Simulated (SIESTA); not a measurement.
GaGe3:

```
CELL_PARAMETERS angstrom
4.27847 0.00000 0.00000
0.00000 4.27847 0.00000
0.00000 0.00000 4.27847
ATOMIC_POSITIONS crystal
Ge 0.50000 0.50000 0.00000
Ge 0.50000 0.00000 0.50000
Ge 0.00000 0.50000 0.50000
Ga 0.00000 0.00000 0.00000
```

The cell comes from a database or a generator and needn't be the stable form of this composition.

Program: SIESTA 5.4.2. Alike in all runs: task band structure; level PBEsol; no spin polarisation; cell as given; k mesh 6 × 6 × 6; smearing fermi-dirac 0.05 eV; grid cutoff 800 Ry; energy shift 0.003 Ry.

**Question.** Order these runs on this cell by their pressure, lowest first.
A. potentials or basis PseudoDojo 0.4 standard (PBEsol files), SZP (energy shift 0.003 Ry)
B. potentials or basis PseudoDojo 0.4 standard (PBEsol files), TZDP (energy shift 0.003 Ry; two zetas on semicore shells)
C. potentials or basis PseudoDojo 0.4 standard (PBEsol files), SZ (energy shift 0.003 Ry)

**Answer.** B (-2.9 GPa), A (0.5 GPa), C (8.0 GPa).

Caveats: the basis of atomic orbitals isn't converged, which shifts pressures, moduli and gaps; the basis has no polarisation orbitals (some runs).
